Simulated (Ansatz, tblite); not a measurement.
**(FSn)4S6 adamantane (Sn₄S₆F₄): one state, many levels**

Aim: run the singlet of (FSn)4S6 adamantane (Sn₄S₆F₄) at one geometry on many levels, and compare frontier levels, spin and run time.

The runs use Ansatz 0.2.0, Gaussian basis; as each input shows.

Plan: GFN1-xTB, GFN2-xTB, PBE-D4/def2-TZVP, r2SCAN-D4/def2-TZVP, PBE-QIDH/def2-TZVP, B2PLYP/def2-TZVP, HSE06-D4/def2-TZVP, PBE-D4/def2-SVP, PBE0-D4/def2-SVP, CCSD(T)/def2-SVP, MP2/def2-TZVP, RPA/def2-TZVP.

### Step 1. The geometry

The geometry is that of the singlet, from an earlier relaxation (PBE-D4/def2-SVP).

14 atoms, charge 0, spin multiplicity 1.

Bond lengths: Sn1–F2 1.946 Å, Sn1–S3 2.439 Å, Sn1–S9 2.439 Å, Sn1–S13 2.439 Å, S3–Sn4 2.439 Å, Sn4–F5 1.946 Å, Sn4–S6 2.439 Å, Sn4–S14 2.439 Å, S6–Sn7 2.439 Å, Sn7–F8 1.946 Å, Sn7–S9 2.439 Å, Sn7–S10 2.439 Å, S10–Sn11 2.439 Å, Sn11–F12 1.946 Å, Sn11–S13 2.439 Å, Sn11–S14 2.439 Å. Angles: F2–Sn1–S3 104.0°, F2–Sn1–S9 104.0°, F2–Sn1–S13 104.0°, S3–Sn1–S9 114.3°, S3–Sn1–S13 114.3°, S9–Sn1–S13 114.4°, Sn1–S3–Sn4 98.5°, S3–Sn4–F5 104.0°, S3–Sn4–S6 114.4°, S3–Sn4–S14 114.4°, F5–Sn4–S6 104.0°, F5–Sn4–S14 104.0°, S6–Sn4–S14 114.3°, Sn4–S6–Sn7 98.5°, S6–Sn7–F8 104.0°, S6–Sn7–S9 114.4°, S6–Sn7–S10 114.4°, F8–Sn7–S9 104.0° and more.

Sn takes a core potential in the def2 sets. No spin-orbit coupling is included.

PBE0-D4/def2-TZVP was run before; its log isn't repeated, and its numbers join the tables.

### Step 2. GFN1-xTB

Tight binding, by tblite at 300 K electronic temperature and without a spin-polarisation term:

```python
tblite.interface.Calculator('GFN1-xTB', numbers, positions, charge=0, uhf=0).singlepoint()
```

Energy -1445.6611 eV, HOMO -12.82 eV, LUMO -10.54 eV; 0.058 s.

### Step 3. GFN2-xTB

Tight binding, by tblite at 300 K electronic temperature and without a spin-polarisation term:

```python
tblite.interface.Calculator('GFN2-xTB', numbers, positions, charge=0, uhf=0).singlepoint()
```

Energy -1286.1235 eV, HOMO -12.50 eV, LUMO -10.99 eV; 0.093 s.

### Step 4. PBE-D4/def2-TZVP

start.molden holds the orbitals of an earlier run on this state, given as this run's starting guess.

in.yaml

```yaml
crystal:
  periodic: [false, false, false]
  atoms:
    - {symbol: Sn, position_ang: [-0.833261, 1.331320, 1.629000]}
    - {symbol: F, position_ang: [-1.550674, 2.476284, 3.029581]}
    - {symbol: S, position_ang: [1.523094, 1.091736, 2.211429]}
    - {symbol: Sn, position_ang: [2.206072, -0.347730, 0.364917]}
    - {symbol: F, position_ang: [4.103102, -0.646971, 0.679506]}
    - {symbol: S, position_ang: [2.132621, 0.722486, -1.825640]}
    - {symbol: Sn, position_ang: [-0.283450, 0.999818, -2.010118]}
    - {symbol: F, position_ang: [-0.527388, 1.860270, -3.738506]}
    - {symbol: S, position_ang: [-1.238945, 2.585976, -0.422689]}
    - {symbol: S, position_ang: [-1.525315, -1.089732, -2.210980]}
    - {symbol: Sn, position_ang: [-1.088907, -1.983508, 0.015971]}
    - {symbol: F, position_ang: [-2.026343, -3.688861, 0.030268]}
    - {symbol: S, position_ang: [-2.130163, -0.724680, 1.826992]}
    - {symbol: S, position_ang: [1.239555, -2.586416, 0.420269]}
basis:
  gaussian: {orbitals: def2-TZVP, fitting: {mean_field: def2-universal-jkfit}, initial_orbitals: start.molden}
hamiltonian: {xc: pbe, dispersion: d4}
scf: {omitted_lower_state_checks: [starts]}
output: {orbitals: {seedname: orbitals}}
```

Run with:

```console
> ansatz run in.yaml --threads 2 --pin off --events-out ev --progress --plain --max-ram 32768MiB --backend cuda --devices 0, --max-vram 18GiB
```

The runs that follow: r2SCAN-D4/def2-TZVP; PBE-QIDH/def2-TZVP; B2PLYP/def2-TZVP; HSE06-D4/def2-TZVP; PBE-D4/def2-SVP; PBE0-D4/def2-SVP; CCSD(T)/def2-SVP; MP2/def2-TZVP; RPA/def2-TZVP.

Q: Predict the results of all the runs planned. Wanted: gap in def2-TZVP, named functionals, smallest and largest; correlation energy, CCSD(T)/def2-SVP; correlation energy, MP2/def2-TZVP; binding an atom, CCSD(T)/def2-SVP; PBE0 total energy, smallest basis above largest.

**Answer**, as computed:

```
                                                 quantity                                value
gap in def2-TZVP, named functionals, smallest and largest  2.50 eV (PBE-D4), 4.52 eV (PBE0-D4)
                     correlation energy, CCSD(T)/def2-SVP                            -55.84 eV
                        correlation energy, MP2/def2-TZVP                            -88.90 eV
                        binding an atom, CCSD(T)/def2-SVP                             3.019 eV
          PBE0 total energy, smallest basis above largest       37.60 eV (def2-SVP, def2-TZVP)
```

Orbital gaps of the named functionals in def2-TZVP span 2.50 eV (PBE-D4) to 4.52 eV (PBE0-D4); exact exchange widens it. The functionals in def2-TZVP miss CCSD(T)/def2-SVP by +0.298 (B2PLYP) to +0.594 eV (PBE-D4) an atom. The yardstick is in a double-zeta basis, so levels in larger sets aren't compared like for like. CCSD(T)/def2-SVP isn't at the basis-set limit; small misses against it rank nothing.
